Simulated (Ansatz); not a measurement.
# SnSiH5O (SMILES [SiH3][O][SnH2]) at USVWN5/def2-SVPD (core potential)

What is the vertical electron affinity of SnSiH5O at USVWN5/def2-SVPD (core potential)? 

Program for the calculation: Ansatz 0.2.0.

34 further runs of the same task are left out: 34 set aside as unsound or not needed.

## Step 1: The molecule

SnSiH5O has 8 atoms, charge 0, and is taken as a doublet. SMILES: `[SiH3][O][SnH2]`. The coordinates come from a PBE0-D4/def2-TZVP relaxation. This is one conformer, not always the lowest.

Bond lengths: Si1–O2 1.631 Å, O2–Sn3 1.970 Å, Si1–H4 1.493 Å, Si1–H5 1.487 Å, Si1–H6 1.489 Å, Sn3–H7 1.723 Å, Sn3–H8 1.730 Å. Angles: Si1–O2–Sn3 136.4°, O2–Si1–H4 111.2°, O2–Si1–H5 109.2°, O2–Si1–H6 111.0°, O2–Sn3–H7 102.4°, O2–Sn3–H8 105.0°, H4–Si1–H5 108.7°, H4–Si1–H6 107.9°, H5–Si1–H6 108.8°, H7–Sn3–H8 112.5°.

## Step 2: The energy at USVWN5/def2-SVPD (core potential)

job.yaml

```yaml
crystal:
  periodic: [false, false, false]
  atoms:
    - {symbol: Si, position_ang: [-0.737900, 1.075100, -0.480800]}
    - {symbol: O, position_ang: [0.586900, 0.306200, 0.078800]}
    - {symbol: Sn, position_ang: [0.956500, -1.332100, 1.108000]}
    - {symbol: H, position_ang: [-1.877900, 0.127700, -0.658800]}
    - {symbol: H, position_ang: [-0.424600, 1.696400, -1.794600]}
    - {symbol: H, position_ang: [-1.173500, 2.142300, 0.461900]}
    - {symbol: H, position_ang: [2.665400, -1.489100, 0.950500]}
    - {symbol: H, position_ang: [0.097400, -2.583700, 0.279200]}
basis:
  gaussian:
    orbitals: def2-SVPD
magnetization:
  spin_polarized: true
  initial_magnetization: 1
hamiltonian:
  xc: {name: SVWN5}
accuracy: high
output: {orbitals: {seedname: orbitals}}
```

On the command line:

```
$ ansatz run job.yaml --threads 1 --pin off --max-ram 3480MiB --events-out events.jsonl --progress --plain --runs-dir runs
```

Log:

```text
Warning: RAYON_NUM_THREADS=1 ignored (pool sized by the plan → 1); use --threads N
Functional definition: SVWN5
  name "SVWN5"
  exchange = slater_x
  correlation = vwn5_c
2534 factors; integrals over basis functions are off by at most 3.5e-9 eV
mean field evaluation 1: about -15768.7188 eV, gradient 4.6e1 eV
mean field evaluation 2: about -15642.4435 eV, gradient 1.4e2 eV
mean field evaluation 4: about -15776.4489 eV, gradient 7.7e0 eV
mean field evaluation 8: about -15776.8944 eV, gradient 5.5e-1 eV
mean field evaluation 16: about -15776.8958 eV, gradient 2.1e-4 eV
mean field -15776.89580768 eV, -579.7902269681 hartree, gradient 3.8e-8 eV, S^2 0.750776; 0 other end points of the search recorded, 0 dependent functions left out
reference -15776.89581232 eV, -579.7902271386 hartree; 25, 24 occupied and 94, 95 virtual orbitals, 2534 factors
Total energy: -15776.89581232 eV, -579.7902271386 hartree
```

Run time: 11 s. Hardware: 1 thread of Arm Neoverse V1, shared host; peak memory 0.41 GiB.

## Step 3: The singlet anion at the same level

in.yaml

```yaml
crystal:
  periodic: [false, false, false]
  atoms:
    - {symbol: Si, position_ang: [-0.737900, 1.075100, -0.480800]}
    - {symbol: O, position_ang: [0.586900, 0.306200, 0.078800]}
    - {symbol: Sn, position_ang: [0.956500, -1.332100, 1.108000]}
    - {symbol: H, position_ang: [-1.877900, 0.127700, -0.658800]}
    - {symbol: H, position_ang: [-0.424600, 1.696400, -1.794600]}
    - {symbol: H, position_ang: [-1.173500, 2.142300, 0.461900]}
    - {symbol: H, position_ang: [2.665400, -1.489100, 0.950500]}
    - {symbol: H, position_ang: [0.097400, -2.583700, 0.279200]}
basis:
  gaussian:
    orbitals: def2-SVPD
accuracy: high
hamiltonian:
  xc: {name: SVWN5}
output: {orbitals: {seedname: orbitals}}
total_charge: -1
```

On the command line:

```
$ ansatz run in.yaml --threads 1 --pin off --max-ram 3480MiB --events-out events.jsonl --progress --plain --runs-dir runs
```

Log:

```text
Warning: RAYON_NUM_THREADS=1 ignored (pool sized by the plan → 1); use --threads N
Functional definition: SVWN5
  name "SVWN5"
  exchange = slater_x
  correlation = vwn5_c
2537 factors; integrals over basis functions are off by at most 3.5e-9 eV
mean field evaluation 1: about -15776.8720 eV, gradient 2.5e1 eV
mean field evaluation 2: about -15775.9340 eV, gradient 3.6e1 eV
mean field evaluation 4: about -15778.6281 eV, gradient 3.1e0 eV
mean field evaluation 8: about -15778.6603 eV, gradient 1.5e-1 eV
mean field evaluation 16: about -15778.6604 eV, gradient 1.9e-5 eV
mean field -15778.66041255 eV, -579.8550750009 hartree, gradient 8.5e-9 eV, S^2 0.000000; 0 other end points of the search recorded, 0 dependent functions left out
reference -15778.66041711 eV, -579.8550751685 hartree; 25, 25 occupied and 94, 94 virtual orbitals, 2537 factors
Total energy: -15778.66041711 eV, -579.8550751685 hartree
```

Run time: 8.7 s. Hardware: 1 thread of Arm Neoverse V1, shared host; peak memory 0.37 GiB.

## Step 4: What came out

Level: USVWN5/def2-SVPD (core potential).

```
                                                            quantity          value
                                       doublet SnSiH5O: total energy  -579.79023 Eh
                 doublet SnSiH5O: HOMO energy (highest over α and β)       -5.36 eV
                  doublet SnSiH5O: LUMO energy (lowest over α and β)       -4.57 eV
                                               doublet SnSiH5O: ⟨S²⟩          0.751
                                         singlet anion: total energy  -579.85508 Eh
                                          singlet anion: HOMO energy        0.99 eV
                                          singlet anion: LUMO energy        2.87 eV
singlet anion: HOMO–LUMO gap (to an unbound level, set by the basis)        1.88 eV
                   vertical electron affinity (to the singlet anion)       1.765 eV
```

In words: At fixed nuclei the extra electron is bound by 1.76 eV (41 kcal/mol). The HOMO (singlet anion) lies at positive energy, 0.99 eV, as semi-local functionals often give for anions; only total energies tell whether the electron is bound.
